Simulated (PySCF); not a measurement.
**A gas-phase reaction: BCl2H2N + ClH → BCl3 + H3N**

Wanted: the reaction energy for `NB(Cl)Cl` + `Cl` → `ClB(Cl)Cl` + `N`.

Programs: PySCF 2.14.0. All values are calculated, for the isolated system unless a continuum is named. Atoms count from 0, parts from 1.

## 1. Starting point

Each species was relaxed by itself at PBE0-D3(BJ)/def2-SVPD.

## 2. Reaction energy: wB97M-D3(BJ)/def2-TZVPD

Job settings and geometry (Å):

```
{"job": {"kind": "react", "xc": "wB97M-D3(BJ)", "basis": "def2-TZVPD"}, "charge": 0, "multiplicity": 1}
-1 BCl2H2N charge 0 multiplicity 1
N     -0.790060    -0.038360     0.056910
B      0.593050    -0.017790    -0.022770
Cl     1.489680     1.454390     0.376200
Cl     1.484010    -1.462000    -0.523050
H     -1.331520    -0.861250    -0.163400
H     -1.325670     0.769150     0.339600

-1 ClH charge 0 multiplicity 1
Cl     0.644640     0.001100     0.009790
H     -0.643430     0.000840    -0.009500

+1 BCl3 charge 0 multiplicity 1
Cl     0.024740    -1.533500     0.842080
B     -0.011700     0.000970     0.014240
Cl    -1.492460     0.563780    -0.715010
Cl     1.432210     0.974160    -0.081330

+1 H3N charge 0 multiplicity 1
N      0.002780    -0.003990     0.284380
H      0.922770    -0.211680    -0.092900
H     -0.640740    -0.687280    -0.104040
H     -0.270980     0.904420    -0.078550
```

With the program's defaults for keys left out, this is: wB97M-D3(BJ)/def2-TZVPD reaction energy of separated species, gas phase.

Run with:

```bash
OMP_NUM_THREADS=1 python cluster_run.py task.json out
```

This one command runs all jobs of the session in turn.

**Question.** The jobs that follow are: PBE0-D3(BJ)/def2-TZVPD reaction energy of separated species, gas phase; MP2/def2-TZVPD reaction energy of separated species, gas phase. Predict: reaction energy (wB97M-D3(BJ)/def2-TZVPD); ΔH, ΔG at 298 K (xTB thermal terms). Thermal terms come from harmonic xTB runs on each species.

The runs gave:

| quantity | value |
| --- | --- |
| reaction energy (wB97M-D3(BJ)/def2-TZVPD) | 12.62 kcal/mol |
| ΔH, ΔG at 298 K (xTB thermal terms) | +14.2, +14.0 kcal/mol |
| range of the reaction energy over the runs of this table | 10.81 to 12.62 kcal/mol |

In words: The reaction is endothermic by 14.2 kcal/mol in the gas phase; dispersion gives +0.25, and xTB itself gave 16.31 for the electronic energy (xTB energies and thermal terms come from the earlier relaxation of each species, not shown). No barrier was sought. The reaction energy runs from 10.81 (MP2/def2-TZVPD) to 12.62 kcal/mol (wB97M-D3(BJ)/def2-TZVPD).
